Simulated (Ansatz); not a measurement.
# NiGe3: magnetic order and moments

The task, for NiGe3: find which magnetic order is lowest.

Method: DFT PBEsol, scalar-relativistic, plane waves, PAW for the base; runs at other levels say so in their headings and inputs, in Ansatz 0.2.0.

2 further runs of the same task are left out: 2 set aside as unsound or not needed.

### 1 The starting structure

It takes space group Fm-3m (No. 225, cubic). Conventional cell: a = 6.306 Å, b = 6.306 Å, c = 6.306 Å, α = 90.00°, β = 90.00°, γ = 90.00°. Around Ge (site symmetry -43m) lie 4 Ge at 2.73 Å and 4 Ni at 2.73 Å. Around Ge (site symmetry m-3m) lie 8 Ge at 2.73 Å. Ni (site symmetry m-3m) has 8 Ge at 2.73 Å as nearest neighbours.

As a file:

```cif
data_structure
_symmetry_space_group_name_H-M 'Fm-3m'
_symmetry_Int_Tables_number 225
_cell_length_a 6.3061
_cell_length_b 6.3061
_cell_length_c 6.3061
_cell_angle_alpha 90.000
_cell_angle_beta 90.000
_cell_angle_gamma 90.000
_cell_volume 250.77
loop_
_atom_site_label
_atom_site_type_symbol
_atom_site_symmetry_multiplicity
_atom_site_Wyckoff_symbol
_atom_site_fract_x
_atom_site_fract_y
_atom_site_fract_z
_atom_site_occupancy
Ge1 Ge 8 c 0.25000 0.75000 0.75000 1
Ge2 Ge 4 b 0.50000 0.00000 0.00000 1
Ni1 Ni 4 a 0.00000 0.00000 0.00000 1
```

It is the result of an earlier relaxation at this level (volume 15.67 Å³/atom; gap on the mesh: none (metal)).

This is a hypothetical structure, made by putting the elements on a prototype's sites.

### 2 Magnetic start: large parallel starting moments

input.yaml

```yaml
crystal:
  lattice:
    - [0.0, 3.1530310228, 3.1530310228]
    - [3.1530310228, 0.0, 3.1530310228]
    - [3.1530310228, 3.1530310228, 0.0]
  atoms:
    - { symbol: Ge, position: [0.25, 0.25, 0.25] }
    - { symbol: Ge, position: [0.75, 0.75, 0.75] }
    - { symbol: Ge, position: [0.5, 0.5, 0.5] }
    - { symbol: Ni, position: [0.0, 0.0, 0.0], spin: 2.5 }
basis:
  ecutwfc: 420
kpoints:
  mp_grid: { grid: [12, 12, 12] }
hamiltonian:
  xc: pbesol
scf:
  occupations: { method: gaussian, width: 0.1 }
  lower_state_search: "off"
output:
  forces: true
  stress: true
  eigenvalues: true
  populations: true
magnetization:
  spin_polarized: true
```

Command:

```bash
> ansatz run input.yaml --threads 1 --pin off --max-ram 2560MiB --backend cpu --events-out ev --progress --plain --runs-dir out
```

Output (excerpt; [...] marks lines left out):

```text
Warning: RAYON_NUM_THREADS=1 ignored (pool sized by the plan → 1); use --threads N
[...]
Pseudopotentials: kind: paw
Pseudopotential: Ge, paw, valence charge 14, recommended cutoff 420 eV (normal), Ge.paw.azcp
Pseudopotential: Ni, paw, valence charge 18, recommended cutoff 420 eV (normal), Ni.paw.azcp
Functional definition: PBEsol
[...]
Crystal: 4 atoms, lattice volume = 62.692 Å³
Basis set: ecut = 420 eV, 1243 PW (Γ), exchange–correlation on 60×60×60 points (8 copies of the dense FFT grid, shifted against one another)
Bands: 38, of which v1, the nominal top of the filled ones, is band 30 counted from 1 (29 counted from 0)
Symmetry: 48 space group operations
Space group: Fm-3m (ITA 225), of the structure as read, at distance tolerance 4.0e-5 Å
Magnetic group: BNS 225.116 (UNI 1618), of the structure as read, at distance tolerance 4.0e-5 Å
k-points: 72 of 1728
[...]
Starting moments: Σ|m| = 2.5 μB on 1 of 4 sites
[...]
SCF iter   1: F=—  HF=-18564.937863 eV  |F-HF|=—  |Δ(HF+E_count)|=         —  Δρ=1.92e-1 (↑5.12e-2 ↓1.92e-1)  dr2=1.21e1  dr2_m=8.32e0  M=0.298 μB ∫|m|=0.411 μB  β_m=0.30  ethr=3.10e-3  ⟨swp⟩=5.4  Hψ=18305  notcnv=0
[...]
spin=Collinear: Kerker preconditioning applied to the charge; magnetization (m = ρ↑ − ρ↓) channel mixes plain (no charge-response kernel on spin).
[...]
spin-set hold released at iteration 9 (site moments contracting): the magnetisation degrees of freedom join the quasi-Newton model from the next iteration; the mixer history was flushed
[...]
SCF iter  20: F=-18564.472699 eV  HF=-18564.472699 eV  |F-HF|=1.13e-10  |Δ(HF+E_count)|=  1.56e-10  Δρ=2.19e-7 (↑1.96e-7 ↓2.19e-7)  dr2=9.52e-11  dr2_m=8.84e-13  M=-0.000 μB ∫|m|=0.000 μB  ethr=6.20e-12  ⟨swp⟩=1.2  Hψ=11589  notcnv=0
WARN: the starting moments were not kept: the SCF closed with an absolute magnetisation of 1.2e-6 μB, where they sum to 2.5 μB in size (1 site). That is at most 0.1 of that sum. Measured as dr2_m measures the in/out step, that magnetisation stands 2.6e-13 eV from none, at or under the [...]
SCF converged after 20 iterations
Magnetization: -0.0000 μB (30.0000 up, 30.0000 down)
Absolute magnetization: 0.0000 μB (∫|ρ↑−ρ↓|, with the PAW one-centre terms)
Spin contamination: 0.0000 ħ² per cell (⟨S²⟩ above its minimum at these occupations)
Per-site moments (μB) at R_I (Å): [(-1.692848809034062e-7, 1.126374547924408), (-1.6928488081711411e-7, 1.1263745479244078), (-1.6403253909108073e-7, 1.1263745479244078), (2.4344053829346955e-7, 1.126374547924408)]
Free energy (F): -18564.472699 eV
[...]
E sigma→0 (E₀):  -18564.466373 eV
Entropy (-TS):   -0.012652 eV (-3.163 meV/atom)
Fermi energy:    13.380322 eV
[...]
--- Forces (eV/Å), atoms counted from 1 ---
  atom   1  Ge    -0.00000000     0.00000000     0.00000000
  atom   2  Ge    -0.00000000    -0.00000000     0.00000000
  atom   3  Ge     0.00000000    -0.00000000     0.00000000
  atom   4  Ni    -0.00000000     0.00000000    -0.00000000
[...]
--- Stress (GPa, compression-positive) ---
       -0.002037      -0.000000       0.000000
        0.000000      -0.002037      -0.000000
        0.000000       0.000000      -0.002037
  P = ⅓ Tr σ = -0.0020 GPa (-0.020 kbar)
--- Band table (eV; the first three rows and the last of 144) ---
[...]
--- Löwdin populations: 4 sites ---
  site symbol       q [e]    m [muB]
     0     Ge     14.1144    -0.0000
     1     Ge     14.1144    -0.0000
     2     Ge     14.0190    -0.0000
     3     Ni     17.4792     0.0000
  spilling = 0.004551 (of n_electrons = 60.000000)
```

Run time: 47 s. Hardware: 1 thread of Arm Neoverse V1, shared host; peak memory 0.5 GiB.

Result: -4641.1166 eV/atom at zero smearing, pressure 0.00 GPa and no gap on the mesh. The moments have vanished. The log warns that the starting moments were lost.

### 3 Magnetic start: antiferromagnetic, doubled cell, propagation vector (0, 0, 1/2)

input.yaml

```yaml
crystal:
  lattice:
    - [0.0, 3.1530310228, 3.1530310228]
    - [3.1530310228, 0.0, 3.1530310228]
    - [6.3060620456, 6.3060620456, 0.0]
  atoms:
    - { symbol: Ge, position: [0.25, 0.25, 0.125] }
    - { symbol: Ge, position: [0.75, 0.75, 0.375] }
    - { symbol: Ge, position: [0.5, 0.5, 0.25] }
    - { symbol: Ni, position: [0.0, 1.0, 1.0], spin: 1.0 }
    - { symbol: Ge, position: [0.25, 0.25, 0.625] }
    - { symbol: Ge, position: [0.75, 0.75, 0.875] }
    - { symbol: Ge, position: [0.5, 0.5, 0.75] }
    - { symbol: Ni, position: [0.0, 1.0, 0.5], spin: -1.0 }
basis:
  ecutwfc: 420
kpoints:
  mp_grid: { grid: [12, 12, 6] }
hamiltonian:
  xc: pbesol
scf:
  occupations: { method: gaussian, width: 0.1 }
  lower_state_search: "off"
output:
  forces: true
  stress: true
  eigenvalues: true
  populations: true
magnetization:
  spin_polarized: true
```

Command:

```bash
> ansatz run input.yaml --threads 1 --pin off --max-ram 2560MiB --backend cpu --events-out ev --progress --plain --runs-dir out
```

Output (excerpt; [...] marks lines left out):

```text
Warning: RAYON_NUM_THREADS=1 ignored (pool sized by the plan → 1); use --threads N
[...]
[... 4 set-up lines as earlier in the session ...]
[...]
Crystal: 8 atoms, lattice volume = 125.385 Å³
Basis set: ecut = 420 eV, 2467 PW (Γ), exchange–correlation on 60×60×120 points (8 copies of the dense FFT grid, shifted against one another)
Bands: 74, of which v1, the nominal top of the filled ones, is band 60 counted from 1 (59 counted from 0)
Symmetry: 12 space group operations
Space group: R-3m (ITA 166), of the structure as read, at distance tolerance 5.0e-5 Å
Magnetic group: BNS 166.102 (UNI 1332), of the structure as read, at distance tolerance 5.0e-5 Å
k-points: 98 of 864
[...]
Starting moments: Σ|m| = 2 μB on 2 of 8 sites
Starting magnetic order: antiferromagnet; a translation exchanges its spin sublattices: spin-degenerate at every k-point
[...]
WARN: the starting moments were not kept: the SCF closed with an absolute magnetisation of 2.9e-6 μB, where they sum to 2 μB in size (2 sites). That is at most 0.1 of that sum. Measured as dr2_m measures the in/out step, that magnetisation stands 4.6e-13 eV from none, at or under the [...]
Fermi energy:    13.380320 eV
[...]
--- Forces (eV/Å), atoms counted from 1 ---
  atom   1  Ge     0.00000001     0.00000001    -0.00000001
  atom   2  Ge    -0.00000001    -0.00000001     0.00000001
  atom   3  Ge     0.00000000     0.00000000    -0.00000000
  atom   4  Ni     0.00000000     0.00000000     0.00000000
  atom   5  Ge     0.00000001     0.00000001    -0.00000001
  atom   6  Ge    -0.00000001    -0.00000001     0.00000001
  atom   7  Ge    -0.00000000    -0.00000000     0.00000000
  atom   8  Ni     0.00000000    -0.00000000     0.00000000
[...]
--- Stress (GPa, compression-positive) ---
       -0.002002       0.000000      -0.000000
        0.000000      -0.002002      -0.000000
       -0.000000      -0.000000      -0.002002
  P = ⅓ Tr σ = -0.0020 GPa (-0.020 kbar)
--- Band table (eV; the first three rows and the last of 196) ---
[...]
--- Löwdin populations: 8 sites ---
  site symbol       q [e]    m [muB]
     0     Ge     14.1144    -0.0000
     1     Ge     14.1144     0.0000
     2     Ge     14.0190    -0.0000
     3     Ni     17.4792    -0.0000
     4     Ge     14.1144     0.0000
     5     Ge     14.1144    -0.0000
     6     Ge     14.0190    -0.0000
     7     Ni     17.4792     0.0000
  spilling = 0.004551 (of n_electrons = 120.000000)
```

It took 2.2 min on 1 thread of Arm Neoverse V1, shared host; peak memory 1.1 GiB.

Read-out: -4641.1166 eV/atom at zero smearing, pressure 0.00 GPa and no gap on the mesh. The moments have vanished. The log warns that the starting moments were lost.

### 4 The magnetic starts in order of energy

All runs keep the base geometry. A propagation vector, in units of the reciprocal vectors, doubles the cell. Energies are extrapolated to zero smearing. Site moments are spin moments in atom-centred spheres that scale with the neighbour distance.

| start | ends | energy above the lowest (meV/atom) | site moments (μB) | gap on the mesh (eV) | pressure (GPa) | CPU time |
| --- | --- | --- | --- | --- | --- | --- |
| no spin | non-magnetic (imposed) | 0.00 | none | metal | 0.0 | 38 s |
| large parallel starting moments | non-magnetic | 0.00 | none over 0.05 | metal | 0.0 | 47 s |
| antiferromagnetic, doubled cell, propagation vector (0, 0, 1/2) | non-magnetic | 0.00 | none over 0.05 | metal | 0.0 | 2.3 min |

### 5 Magnetic start with r2SCAN: no spin polarisation

input.yaml

```yaml
crystal:
  lattice:
    - [0.0, 3.1530310228, 3.1530310228]
    - [3.1530310228, 0.0, 3.1530310228]
    - [3.1530310228, 3.1530310228, 0.0]
  atoms:
    - { symbol: Ge, position: [0.25, 0.25, 0.25] }
    - { symbol: Ge, position: [0.75, 0.75, 0.75] }
    - { symbol: Ge, position: [0.5, 0.5, 0.5] }
    - { symbol: Ni, position: [0.0, 0.0, 0.0] }
basis:
  ecutwfc: 500
kpoints:
  mp_grid: { grid: [12, 12, 12] }
hamiltonian:
  xc: r2scan
scf:
  occupations: { method: gaussian, width: 0.1 }
  lower_state_search: "off"
output:
  forces: true
  stress: true
  eigenvalues: true
```

Command:

```bash
> ansatz run input.yaml --threads 1 --pin off --max-ram 2560MiB --backend cpu --events-out ev --progress --plain --runs-dir out
```

Output (excerpt; [...] marks lines left out):

```text
Warning: RAYON_NUM_THREADS=1 ignored (pool sized by the plan → 1); use --threads N
[...]
[... 1 set-up line as earlier in the session ...]
Pseudopotential: Ge, paw, valence charge 14, recommended cutoff 500 eV (meta_gga), Ge.paw.azcp
Pseudopotential: Ni, paw, valence charge 18, recommended cutoff 500 eV (meta_gga), Ni.paw.azcp
Functional definition: r2SCAN
[...]
Crystal: 4 atoms, lattice volume = 62.692 Å³
Basis set: ecut = 500 eV, 1639 PW (Γ), exchange–correlation on 144×144×144 points (64 copies of the dense FFT grid, shifted against one another)
Bands: 36, of which v1, the nominal top of the filled ones, is band 30 counted from 1 (29 counted from 0)
[... 2 set-up lines as earlier in the session ...]
k-points: 72 of 1728
[...]
SCF iter   1: F=-18751.398532 eV  HF=-18751.970445 eV  |F-HF|=5.72e-1  |Δ(HF+E_count)|=         —  Δρ=3.87e-2  dr2=7.54e-1  dr2_τ=5.10e-2  ethr=1.77e-3  ⟨swp⟩=4.7  Hψ=8843  notcnv=0
[...]
SCF iter  11: F=-18752.000668 eV  HF=-18752.000668 eV  |F-HF|=5.54e-9  |Δ(HF+E_count)|=   2.57e-8  Δρ=4.25e-6  dr2=1.21e-8  dr2_τ=6.22e-10  ethr=1.67e-10  ⟨swp⟩=7.6  Hψ=11820  notcnv=0
[...]
SCF converged after 11 iterations
Free energy (F): -18752.000668 eV
[...]
E sigma→0 (E₀):  -18751.994884 eV
Entropy (-TS):   -0.011570 eV (-2.892 meV/atom)
Fermi energy:    13.450575 eV
[...]
--- Forces (eV/Å), atoms counted from 1 ---
  atom   1  Ge    -0.00000000     0.00000000    -0.00000000
  atom   2  Ge     0.00000000    -0.00000000     0.00000000
  atom   3  Ge     0.00000000     0.00000000     0.00000000
  atom   4  Ni    -0.00000000     0.00000000     0.00000000
[...]
--- Stress (GPa, compression-positive) ---
        1.646837       0.000000       0.000000
        0.000000       1.646837       0.000000
        0.000000       0.000000       1.646837
  P = ⅓ Tr σ = 1.6468 GPa (16.468 kbar)
--- Band table (eV; the first three rows and the last of 72) ---
[...]
```

Run time: 31 s. Hardware: 1 thread of Arm Neoverse V1, shared host; peak memory 0.64 GiB.

Result: -4687.9987 eV/atom at zero smearing, pressure 1.65 GPa and no gap on the mesh.

### 6 Start: large parallel starting moments, with r2SCAN

input.yaml: that of step 5 with these lines changed.

```diff
@@ -9,3 +9,3 @@
     - { symbol: Ge, position: [0.5, 0.5, 0.5] }
-    - { symbol: Ni, position: [0.0, 0.0, 0.0] }
+    - { symbol: Ni, position: [0.0, 0.0, 0.0], spin: 2.5 }
 basis:
@@ -23 +23,4 @@
   eigenvalues: true
+  populations: true
+magnetization:
+  spin_polarized: true
```

Command:

```bash
> ansatz run input.yaml --threads 1 --pin off --max-ram 2560MiB --backend cpu --events-out ev --progress --plain --runs-dir out
```

Output (excerpt; [...] marks lines left out):

```text
Warning: RAYON_NUM_THREADS=1 ignored (pool sized by the plan → 1); use --threads N
[...]
[... 4 set-up lines as earlier in the session ...]
[...]
Crystal: 4 atoms, lattice volume = 62.692 Å³
Basis set: ecut = 500 eV, 1639 PW (Γ), exchange–correlation on 144×144×144 points (64 copies of the dense FFT grid, shifted against one another)
Bands: 38, of which v1, the nominal top of the filled ones, is band 30 counted from 1 (29 counted from 0)
[... 2 set-up lines as earlier in the session ...]
Magnetic group: BNS 225.116 (UNI 1618), of the structure as read, at distance tolerance 4.0e-5 Å
k-points: 72 of 1728
[...]
Starting moments: Σ|m| = 2.5 μB on 1 of 4 sites
[...]
WARN: the starting moments were not kept: the SCF closed with an absolute magnetisation of 5.7e-5 μB, where they sum to 2.5 μB in size (1 site). That is at most 0.1 of that sum. Measured as dr2_m measures the in/out step, that magnetisation stands 5.8e-9 eV from none, at or under the [...]
Per-site moments (μB) at R_I (Å): [(-1.3860527555143023e-6, 1.126374547924408), (-1.386052755553342e-6, 1.1263745479244078), (1.846788708444763e-6, 1.1263745479244078), (4.323069549670847e-5, 1.126374547924408)]
Free energy (F): -18752.000668 eV
[...]
E sigma→0 (E₀):  -18751.994884 eV
Entropy (-TS):   -0.011569 eV (-2.892 meV/atom)
Fermi energy:    13.450573 eV
[...]
--- Forces (eV/Å), atoms counted from 1 ---
  atom   1  Ge     0.00000000    -0.00000000     0.00000000
  atom   2  Ge    -0.00000000    -0.00000000     0.00000000
  atom   3  Ge     0.00000000    -0.00000000    -0.00000000
  atom   4  Ni    -0.00000000     0.00000000    -0.00000000
[...]
--- Stress (GPa, compression-positive) ---
        1.646828       0.000000       0.000000
        0.000000       1.646828       0.000000
        0.000000       0.000000       1.646828
  P = ⅓ Tr σ = 1.6468 GPa (16.468 kbar)
--- Band table (eV; the first three rows and the last of 144) ---
[...]
--- Löwdin populations: 4 sites ---
  site symbol       q [e]    m [muB]
     0     Ge     14.1223    -0.0000
     1     Ge     14.1223    -0.0000
     2     Ge     14.0192     0.0000
     3     Ni     17.4709     0.0000
  spilling = 0.004423 (of n_electrons = 60.000000)
```

Run time: 2.9 min. Hardware: 1 thread of Arm Neoverse V1, shared host; peak memory 0.77 GiB.

Result: -4687.9987 eV/atom at zero smearing, pressure 1.65 GPa and no gap on the mesh. The moments have vanished. The log warns that the starting moments were lost; that the state wasn't tested for a lower one.

### 7 Which state is lowest with r2SCAN

All runs keep the base geometry. Energies are extrapolated to zero smearing. The moments by site are integrated in spheres around the atoms, sized by the neighbour distance.

| start | ends | energy above the lowest (meV/atom) | site moments (μB) | gap on the mesh (eV) | pressure (GPa) | CPU time |
| --- | --- | --- | --- | --- | --- | --- |
| no spin | non-magnetic (imposed) | 0.00 | none | metal | 1.6 | 31 s |
| large parallel starting moments | non-magnetic | 0.00 | none over 0.05 | metal | 1.6 | 2.9 min |

### 8 Outcome

| quantity | value |
| --- | --- |
| magnetic state | non-magnetic from all starts in the table |
| magnetic state with r2SCAN | non-magnetic from all starts in the table |

What this shows: All starts in the table end without moments: as far as tried, the cell is non-magnetic at this level. No start in the table with r2SCAN keeps a moment. A spin-polarised run here lost its starting moments, which speaks against magnetism, though one start doesn't rule it out.
